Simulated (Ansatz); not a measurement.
# SiGeH6: up Jacob's ladder to CCSD(T)

How much do the methods differ for SiGeH6? The plan is to run it at one geometry with functionals of several rungs and with coupled cluster. The yardstick is the atomisation energy at the CCSD(T) limit.

Program: Ansatz 0.2.0, Gaussian basis. Level of theory: functionals in def2-TZVPP, the program's frozen cores in correlated methods. These are calculated values, not measurements.

Plan: LDA (SPW92), PBE-D4, revPBE-D4, BLYP-D4, r2SCAN-D4, B97M-V, PBE0-D4, B3LYP-D4, r2SCANh-D4, r2SCAN0-D4, HSE06-D4, BHLYP-D4, CAM-B3LYP-D4, LC-ωPBE, ωB97X-V, ωB97M-V, B2PLYP, PBE-QIDH; CCSD(T)/def2-SVP; CCSD(T)/def2-TZVPP; MP2/def2-QZVPP; extrapolation to the limit; RPA on PBE.

## 1. The relaxed structure

The geometry comes from an earlier relaxation with PBE0-D4 in a triple-zeta def2 set; it is a stationary point, not always the lowest conformer.

SMILES `[SiH3][GeH3]`, 8 atoms, charge 0, spin multiplicity 1.

Atoms are counted from 1 here; the program's logs count them from 0.

Bond lengths: Si1–Ge2 2.378 Å, Si1–H3 1.487 Å, Si1–H4 1.487 Å, Si1–H5 1.487 Å, Ge2–H6 1.538 Å, Ge2–H7 1.538 Å, Ge2–H8 1.538 Å. Angles: Ge2–Si1–H3 110.1°, Ge2–Si1–H4 110.1°, Ge2–Si1–H5 110.1°, H3–Si1–H4 108.8°, H3–Si1–H5 108.8°, H4–Si1–H5 108.8°, Si1–Ge2–H6 110.6°, Si1–Ge2–H7 110.6°, Si1–Ge2–H8 110.6°, H6–Ge2–H7 108.3°, H6–Ge2–H8 108.3°, H7–Ge2–H8 108.3°.

## 2. LDA

This LDA is Slater exchange with PW92 correlation.

in.yaml

```yaml
crystal:
  periodic: [false, false, false]
  atoms:
    - {symbol: Si, position_ang: [-0.516739, 0.386456, -1.010152]}
    - {symbol: Ge, position_ang: [0.529718, -0.393822, 0.977364]}
    - {symbol: H, position_ang: [-1.894869, 0.857222, -0.710941]}
    - {symbol: H, position_ang: [-0.590820, -0.708397, -2.013252]}
    - {symbol: H, position_ang: [0.260842, 1.514521, -1.587442]}
    - {symbol: H, position_ang: [0.619058, 0.733613, 2.019449]}
    - {symbol: H, position_ang: [1.954267, -0.890474, 0.679093]}
    - {symbol: H, position_ang: [-0.269258, -1.556220, 1.590084]}
basis:
  gaussian: {orbitals: def2-TZVPP}
hamiltonian: {xc: lda}
output: {orbitals: {seedname: orbitals}}
```

The runs that follow: PBE-D4 (GGA); revPBE-D4 (GGA); BLYP-D4 (GGA); r2SCAN-D4 (meta-GGA); B97M-V (meta-GGA); PBE0-D4 (hybrid); B3LYP-D4 (hybrid); r2SCANh-D4 (hybrid); r2SCAN0-D4 (hybrid); HSE06-D4 (hybrid); BHLYP-D4 (hybrid); CAM-B3LYP-D4 (range-separated); LC-ωPBE-D4 (range-separated); ωB97X-V (range-separated); ωB97M-V (range-separated); B2PLYP (double hybrid); PBE-QIDH (double hybrid); CCSD(T) in def2-SVP; CCSD(T) in def2-TZVPP; MP2 in def2-QZVPP; RPA on PBE orbitals.

**Question.** What will the summary of the whole plan be? Wanted: atomisation energy, CCSD(T)/CBS; farthest beyond LDA; mean size of error, GGA; mean size of error, meta-GGA; mean size of error, hybrid; mean size of error, range-separated; mean size of error, double hybrid; gap, smallest and largest; T1 diagnostic.

The runs gave:

| quantity | value |
| --- | --- |
| atomisation energy, CCSD(T)/CBS | 514.2 kcal/mol |
| functionals within 5.1 kcal/mol (1.0 %) | r2SCAN-D4, B97M-V, B3LYP-D4, r2SCANh-D4, r2SCAN0-D4, CAM-B3LYP-D4, ωB97X-V |
| farthest beyond LDA | revPBE-D4 (-19.7 kcal/mol) |
| mean size of error, GGA | 15.3 kcal/mol |
| mean size of error, meta-GGA | 3.5 kcal/mol |
| mean size of error, hybrid | 7.4 kcal/mol |
| mean size of error, range-separated | 5.3 kcal/mol |
| mean size of error, double hybrid | 10.5 kcal/mol |
| gap, smallest and largest | 6.59 eV (LDA (SPW92)), 13.29 eV (LC-ωPBE) |
| T1 diagnostic | 0.0119 |
| triples share of the correlation energy | 3.1 % |

In words: LDA overbinds by 46.7 kcal/mol (9 %). PBE-D4 misses by -13.9 kcal/mol. Double hybrids carry the basis error of their MP2 part in triple zeta, and no dispersion term here, so their miss is partly the set-up's. By mean error the best rung here is meta-GGA (3.5 kcal/mol) and the worst beyond LDA is GGA (15.3 kcal/mol). The gap between the best rungs is small, so their order is not settled. Misses under about 5.1 kcal/mol are within the doubt on the reference itself, which lacks core-valence correlation, relativity and higher excitations, and its outer-core shells are covered unevenly. Hartree-Fock recovers 76 % of the binding; the rest is correlation. CCSD(T) in def2-SVP is off by -33.0 kcal/mol, more than most functionals: a good method in a small basis is no reference. Orbital gaps span 6.6 to 13.3 eV; exact exchange widens them. Correlated methods include outer-core shells of Ge, which these sets cover unevenly.
